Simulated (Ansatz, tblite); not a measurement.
**The cluster Cs₄Cl₄−: a ladder of methods and basis sets**

Aim: run the doublet of the cluster Cs₄Cl₄− at one geometry on many levels, and compare frontier levels, spin and run time.

Computed with Ansatz 0.2.0, Gaussian basis. Level: as each input shows.

Plan: GFN1-xTB, GFN2-xTB, PBE-D4/def2-TZVPD, r2SCAN-D4/def2-TZVPD, PBE-QIDH/def2-TZVPD, LC-ωPBE/def2-TZVPD, revPBE-D4/def2-TZVPD, MP2/def2-TZVPD, RPA/def2-TZVPD.

2 further runs of the same task are left out: 2 set aside as unsound or not needed.

## Step 1: The relaxed structure

The doublet was relaxed beforehand with PBE-D4/def2-SVPD. At that level it is the lowest of the isomers that a small search found.

8 atoms, charge -1, spin multiplicity 2.

Bond lengths: Cs1–Cl5 3.444 Å, Cs1–Cl6 3.324 Å, Cs1–Cl8 3.310 Å, Cs2–Cl5 3.390 Å, Cs2–Cl7 3.260 Å, Cs3–Cl5 3.395 Å, Cs3–Cl6 3.257 Å, Cs4–Cl5 3.440 Å, Cs4–Cl7 3.324 Å, Cs4–Cl8 3.311 Å. Angles: Cl5–Cs1–Cl6 88.4°, Cl5–Cs1–Cl8 90.0°, Cl6–Cs1–Cl8 177.4°, Cl5–Cs2–Cl7 90.3°, Cl5–Cs3–Cl6 90.3°, Cl5–Cs4–Cl7 88.4°, Cl5–Cs4–Cl8 90.1°, Cl7–Cs4–Cl8 177.9°, Cs1–Cl5–Cs2 176.0°, Cs1–Cl5–Cs3 88.4°, Cs1–Cl5–Cs4 87.7°, Cs2–Cl5–Cs3 95.4°, Cs2–Cl5–Cs4 88.5°, Cs3–Cl5–Cs4 175.6°, Cs1–Cl6–Cs3 92.9°, Cs2–Cl7–Cs4 92.8°, Cs1–Cl8–Cs4 92.2°.

Cs takes a core potential in the def2 sets. No spin-orbit coupling is included. The ion is computed in the gas phase, without counter-ions or solvent.

PBE0-D4/def2-TZVPD was run before; its log isn't repeated, and its numbers join the tables.

## Step 2: GFN1-xTB

Tight binding, by tblite at 300 K electronic temperature and without a spin-polarisation term:

```python
tblite.interface.Calculator('GFN1-xTB', numbers, positions, charge=-1, uhf=1).singlepoint()
```

Energy -512.8610 eV; 0.007 s.

## Step 3: GFN2-xTB

Tight binding, by tblite at 300 K electronic temperature and without a spin-polarisation term:

```python
tblite.interface.Calculator('GFN2-xTB', numbers, positions, charge=-1, uhf=1).singlepoint()
```

Energy -531.6476 eV; 0.014 s.

## Step 4: PBE-D4/def2-TZVPD

start.molden holds the orbitals of an earlier run on this state, given as this run's starting guess.

Input file in.yaml:

```yaml
crystal:
  periodic: [false, false, false]
  atoms:
    - {symbol: Cs, position_ang: [1.276500, -0.117490, 2.704106]}
    - {symbol: Cs, position_ang: [-2.191705, 0.697571, -3.122425]}
    - {symbol: Cs, position_ang: [-2.854453, 2.029413, 1.669917]}
    - {symbol: Cs, position_ang: [1.807227, -1.543593, -1.816043]}
    - {symbol: Cl, position_ang: [-0.569347, 0.321806, -0.170131]}
    - {symbol: Cl, position_ang: [-1.059510, 1.580158, 4.350089]}
    - {symbol: Cl, position_ang: [0.095646, -1.072419, -4.625925]}
    - {symbol: Cl, position_ang: [3.495632, -1.895437, 1.010421]}
basis:
  gaussian: {orbitals: def2-TZVPD, initial_orbitals: start.molden}
total_charge: -1
magnetization: {spin_polarized: true, initial_magnetization: 1}
hamiltonian: {xc: pbe, dispersion: d4}
scf: {omitted_lower_state_checks: [starts]}
output: {forces: true, orbitals: {seedname: orbitals}}
```

The run is started by

```bash
> ansatz run in.yaml --threads 4 --pin off --events-out ev --progress --plain --max-ram 4787MiB
```

The runs that follow: r2SCAN-D4/def2-TZVPD; PBE-QIDH/def2-TZVPD; LC-ωPBE/def2-TZVPD; revPBE-D4/def2-TZVPD; MP2/def2-TZVPD; RPA/def2-TZVPD.

**Question.** What will the summary of the whole plan be? Wanted: gap in def2-TZVPD, named functionals, smallest and largest; correlation energy, MP2/def2-TZVPD; ⟨S²⟩ in def2-TZVPD, named functionals, smallest and largest.

The runs gave:

| quantity | value |
| --- | --- |
| gap in def2-TZVPD, named functionals, smallest and largest | 0.41 eV (r2SCAN-D4), 3.23 eV (LC-ωPBE) |
| correlation energy, MP2/def2-TZVPD | -33.41 eV |
| ⟨S²⟩ in def2-TZVPD, named functionals, smallest and largest | 0.750, 0.750 |

Orbital gaps of the named functionals in def2-TZVPD span 0.41 eV (r2SCAN-D4) to 3.23 eV (LC-ωPBE); exact exchange widens it. PBE-D4, revPBE-D4, r2SCAN-D4 put the HOMO above zero: the outermost electron is held by the basis alone.
